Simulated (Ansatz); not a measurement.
# C3H10OSi: the cost of one run

The runs use Ansatz 0.2.0, Gaussian basis; functionals in def2-TZVPP, the program's frozen cores in correlated methods.

Levels to be run: PBE-D4, r2SCAN-D4, PBE0-D4, B3LYP-D4, ωB97X-V, ωB97M-V, B2PLYP; CCSD(T)/def2-TZVPP; MP2/def2-QZVPP; extrapolation to the limit.

### Step 1. Structure used throughout

An earlier PBE0-D4 in a triple-zeta def2 set relaxation fixed the geometry.

SMILES `OCCC[SiH3]`, 15 atoms, charge 0, spin multiplicity 1.

Atoms are counted from 1 here; the program's logs count them from 0.

Bond lengths: O1–C2 1.414 Å, O1–H6 0.959 Å, C2–C3 1.512 Å, C2–H7 1.100 Å, C2–H8 1.099 Å, C3–C4 1.527 Å, C3–H9 1.095 Å, C3–H10 1.095 Å, C4–Si5 1.878 Å, C4–H11 1.094 Å, C4–H12 1.095 Å, Si5–H13 1.489 Å, Si5–H14 1.488 Å, Si5–H15 1.491 Å. Angles: C2–O1–H6 108.8°, O1–C2–C3 108.4°, O1–C2–H7 110.6°, O1–C2–H8 110.9°, C3–C2–H7 110.0°, C3–C2–H8 109.4°, H7–C2–H8 107.5°, C2–C3–C4 113.7°, C2–C3–H9 107.9°, C2–C3–H10 108.3°, C4–C3–H9 110.3°, C4–C3–H10 109.6°, H9–C3–H10 106.7°, C3–C4–Si5 115.7°, C3–C4–H11 109.7°, C3–C4–H12 109.7°, Si5–C4–H11 107.9°, Si5–C4–H12 107.1° and more.

### Step 2. PBE-D4 (GGA)

in.yaml

```yaml
crystal:
  periodic: [false, false, false]
  atoms:
    - {symbol: O, position_ang: [-1.996992, -0.756647, 0.254672]}
    - {symbol: C, position_ang: [-1.251873, -0.242164, -0.831384]}
    - {symbol: C, position_ang: [0.137378, -0.836364, -0.780297]}
    - {symbol: C, position_ang: [0.884501, -0.536921, 0.517642]}
    - {symbol: Si, position_ang: [1.183770, 1.280533, 0.884977]}
    - {symbol: H, position_ang: [-2.854429, -0.327047, 0.272539]}
    - {symbol: H, position_ang: [-1.193658, 0.854848, -0.775919]}
    - {symbol: H, position_ang: [-1.724917, -0.499972, -1.788777]}
    - {symbol: H, position_ang: [0.699006, -0.454216, -1.639557]}
    - {symbol: H, position_ang: [0.053789, -1.920064, -0.915520]}
    - {symbol: H, position_ang: [0.339251, -0.966061, 1.363501]}
    - {symbol: H, position_ang: [1.863855, -1.026993, 0.500990]}
    - {symbol: H, position_ang: [-0.074802, 2.013612, 1.192136]}
    - {symbol: H, position_ang: [2.089414, 1.417433, 2.057980]}
    - {symbol: H, position_ang: [1.824110, 1.949224, -0.283683]}
basis:
  gaussian: {orbitals: def2-TZVPP}
hamiltonian: {xc: pbe, dispersion: d4}
output: {forces: true, orbitals: {seedname: orbitals}}
```

Command:

```
ansatz run in.yaml --threads 4 --pin off --events-out ev --progress --plain --max-ram 10444MiB
```

Q: Estimate wall time and peak memory on 4 threads of Arm Neoverse V2, shared host.

About 3.3 s, with a peak of 0.44 GiB.
